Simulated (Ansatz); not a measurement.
## Cu3O2: relaxation of cell and atoms with RPBE

The system is Cu3O2.

```
Cu O
1.0
    -2.02298    2.02298    3.67362
     2.02298   -2.02298    3.67362
     2.02298    2.02298   -3.67362
Cu O
3 2
Direct
  0.00000 0.00000 0.00000
  0.75000 0.25000 0.50000
  0.25000 0.75000 0.50000
  0.50000 0.00000 0.50000
  0.00000 0.50000 0.50000
```

The cell comes from a database or a generator and needn't be the stable form of this composition.

| Property | Result |
| --- | --- |
| Program | Ansatz 0.2.0 |
| Task | relaxation of cell and atoms |
| Functional | RPBE |
| Potentials or basis | Ansatz PAW |
| Cutoff | 420 eV (not typed: the program's choice for these potentials) |
| k mesh | 9 × 9 × 9 |
| Occupations | fermi-dirac, width 0.05 eV |
| Spin | no spin polarisation |

```yaml
Relaxed_volume: 12.69 Å³/atom
Relaxed_cell: a = 4.717 Å, b = 4.717 Å, c = 4.717 Å, α = 127.91°, β = 127.91°, γ = 76.78°
Space_group_after_relaxing_to_0.05_Å: I4/mmm (No. 139)
Energy_gained_by_relaxing: 9.7 meV/atom
Ionic_steps: 7
Pressure_after_relaxing: 0.0 GPa
Band_gap_on_the_k_mesh: none (metal or under the smearing width)
```

Step by step:
| step | energy change (eV) | largest force (eV/Å) | volume (Å³) |
| --- | --- | --- | --- |
| 1 | 0.0000 | 0.0000 | 60.14 |
| 2 | -0.0277 | 0.0000 | 61.42 |
| 3 | -0.0377 | 0.0000 | 63.02 |
| 4 | -0.0374 | 0.0000 | 63.23 |
| 5 | -0.0484 | 0.0000 | 63.23 |
| 6 | -0.0480 | 0.0000 | 63.44 |
| 7 | -0.0486 | 0.0000 | 63.44 |

Final structure:
```xyz
5
Lattice="-2.0712 2.0712 3.6971 2.0712 -2.0712 3.6971 2.0712 2.0712 -3.6971" Properties=species:S:1:pos:R:3 pbc="T T T"
Cu    0.0000    0.0000    0.0000
Cu    0.0000    2.0712    1.8486
Cu    2.0712    0.0000    1.8486
O     0.0000    2.0712    0.0000
O     2.0712    0.0000    0.0000
```

Levels at points of the mesh, in eV from the Fermi level:
```
           k point  band 31  band 32  band 33  band 34  band 35  band 36  band 37  band 38  band 39  band 40
(0.00, 0.00, 0.00)    -1.53    -1.40    -0.67    -0.67     0.36     0.45     5.17     5.17     6.76     7.09
```

Run time: 48 s on 2 threads of Arm Neoverse V1, with other jobs on the host, peak memory 0.46 GiB.

Caveat: the plane-wave basis is chosen anew once the cell has moved, so the energies of steps on either side of that aren't comparable; the pressure holds a Pulay correction of +0.4 GPa for the finite cutoff; an odd number of electrons without spin polarisation forces a metal; a magnetic or distorted state may lie lower; the run has no spin polarisation, though such a crystal can be magnetic; semilocal functionals often make such compounds metallic where correlation or magnetic order opens a gap, which also shifts bond lengths; the PAW data sets come from PBE, with cores solved anew for the run's functional, which leaves a small shift of forces and pressure. With open d or f shells a metallic result of RPBE can be an artefact of self-interaction; +U or a hybrid may open a gap.
